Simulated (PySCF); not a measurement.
# H2O2Pm (Pm(OH)2+): the cost of one run

Computed with PySCF 2.14.0. Level: PBE0, Pm lcecp-1-SVP with ECP50, O def2-SVP, H def2-SVP; scalar-relativistic core potentials, no spin–orbit coupling.

1 further run of the same task is left out (for a known fault of the program).

## 1. Where the work starts

5 atoms, charge 1, spin multiplicity 1.

Bond lengths: Pm1–O2 2.209 Å, Pm1–O4 2.209 Å, O2–H3 0.966 Å, O4–H5 0.966 Å. Angles: O2–Pm1–O4 131.8°, Pm1–O2–H3 158.7°, Pm1–O4–H5 158.7°.

As a file:

```xyz
5

Pm    0.0000    0.0000    0.0000
O     2.0161    0.0000    0.9023
H     2.9757   -0.0906    0.9613
O    -2.0161    0.0000    0.9023
H    -2.9757    0.0906    0.9613
```

Formal oxidation states: Pm +3. Each metal's 4 4f electrons lie in its core potential, so multiplicities, spins and levels count the valence alone.

## 2. SCF at the start, singlet

Contents of run.py (the lines that set the calculation):

```python
mol = gto.M(atom='''
Pm     0.00000     0.00000     0.00000
O      2.01610     0.00000     0.90230
H      2.97570    -0.09060     0.96130
O     -2.01610     0.00000     0.90230
H     -2.97570     0.09060     0.96130''',
    basis={'Pm': 'lcecp-1-SVP', 'O': 'def2-SVP', 'H': 'def2-SVP'},
    ecp={'Pm': 'lcecp-1-SVP'},
    charge=1, spin=0)
mf = dft.RKS(mol, xc='PBE0')
mf.grids.atom_grid = (50, 194)  # f atoms: unpruned, at least (60, 302)
mf = mf.density_fit()  # fitting sets: Pm AutoAux, O def2-universal-JKFIT, H def2-universal-JKFIT
mf.conv_tol = 1e-08; mf.max_cycle = 55
mf.kernel(dm0)  # dm0: free metal ions and neutral atoms
```

On the command line:

```sh
$ OMP_NUM_THREADS=2 python run.py
```

Q: Estimate wall time and peak memory on 2 threads of Arm Neoverse V1, shared host.

About 2.1 s, with a peak of 0.39 GiB.
